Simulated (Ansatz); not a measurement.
# FH3NSSi: rigid scan of one bond length, by script

Aim: a rigid scan of one bond length, for FH3NSSi, run from a script. SMILES: N[SiH](F)[S].

All numbers are computed with Ansatz 0.2.0 through its Python package. Level of theory: Hartree-Fock/6-31G*.

**1. Starting point**

Bond lengths: N1–Si2 1.666 Å, Si2–F3 1.592 Å, Si2–S4 2.125 Å, N1–H5 1.078 Å, N1–H6 1.005 Å, Si2–H7 1.495 Å. Angles: N1–Si2–F3 107.5°, N1–Si2–S4 104.2°, N1–Si2–H7 109.3°, F3–Si2–S4 110.0°, F3–Si2–H7 114.2°, S4–Si2–H7 111.1°, Si2–N1–H5 103.4°, Si2–N1–H6 106.7°, H5–N1–H6 98.7°.

Input file fh3nssi.xyz:

```xyz
7

N    -0.91060   -0.63290    0.16140
Si    0.57560    0.11230    0.26680
F     0.43750    1.30780    1.30910
S     0.91160    0.88380   -1.68410
H    -1.59450    0.19010    0.03080
H    -0.97030   -1.02710   -0.76110
H     1.61200   -0.90200    0.63150
```

**2. The code**

File fh3nssi_scan.py:

```python
"""Stretching a bond of FH3NSSi, the rest held rigid."""

import ansatz as az
import numpy as np

fh3nssi = az.Crystal.molecule_from_extxyz("fh3nssi.xyz")

symbols = [site.symbol for site in fh3nssi.cartesian_sites]
start = np.array([site.position_ang for site in fh3nssi.cartesian_sites])
axis = (start[3] - start[1]) / np.linalg.norm(start[3] - start[1])
moving = [3]
lengths, energies = [1.81, 1.95, 2.12, 2.34, 2.66, 3.19, 3.82, 4.67], []
for length in lengths:
    xyz = start.copy()
    xyz[moving] += (length - np.linalg.norm(start[3] - start[1])) * axis
    point = az.Crystal.molecule()
    for symbol, xyz in zip(symbols, xyz):
        point = point.atom(symbol, xyz.tolist())
    model = (
        point.calculation()
        .basis(gaussian="6-31G*")
        .functional("HF")
        .spin("collinear", total=1)
    )
    r = model.run(threads=1).report
    energies.append(r["free_energy_ev"])
    print(f"r = {length:6.3f} A  E = {energies[-1]:.5f} eV  <S^2> = {abs(r['mean_field']['state']['spin_squared']):.3f}")

print("energy above the lowest point (eV):", [round(e - min(energies), 3) for e in energies])
```

**3. The calls as engine input**

The package turns the script's settings into the engine's input (first run):

```yaml
crystal:
  periodic: [false, false, false]
  atoms:
    - { symbol: "N", position_ang: [-0.9106, -0.6329, 0.1614] }
    - { symbol: Si, position_ang: [0.5756, 0.1123, 0.2668] }
    - { symbol: F, position_ang: [0.4375, 1.3078, 1.3091] }
    - { symbol: S, position_ang: [0.8618406751255394, 0.7695460739861716, -1.395184919947663] }
    - { symbol: H, position_ang: [-1.5945, 0.1901, 0.0308] }
    - { symbol: H, position_ang: [-0.9703, -1.0271, -0.7611] }
    - { symbol: H, position_ang: [1.612, -0.902, 0.6315] }
basis:
  gaussian:
    orbitals: "6-31G*"
hamiltonian:
  xc: hf
magnetization:
  spin_polarized: true
  initial_magnetization: 1.0
```

**4. The run**

Launch:

```console
> python fh3nssi_scan.py
```

Q: Predict the main results. Wanted: range of energy; lowest point, distance.

As calculated:

| quantity | value |
| --- | --- |
| runs compared | 8 |
| range of energy | 2.635 eV |
| lowest point, distance (Å) | 2.12 |

In words: The curve has its lowest point inside the range, at 2.12. The ends stand 1.56 and 2.63 eV above it. The distance scanned is the script's pair 1, 3. <S²> moves from 0.76 to 1.75: along the scan the mean field breaks spin symmetry. The settings weren't tested for convergence. The rest of the molecule is held rigid at a force-field or estimated start geometry, and the basis set is modest; single-reference methods fail as a bond breaks. The species is open-shell (spin multiplicity 2). The expectation value of S² is noticeably off S(S+1) in at least one run, so that state is spin-contaminated. Hartree-Fock leaves correlation out, so bond, atomisation and ionisation energies come out well too low.
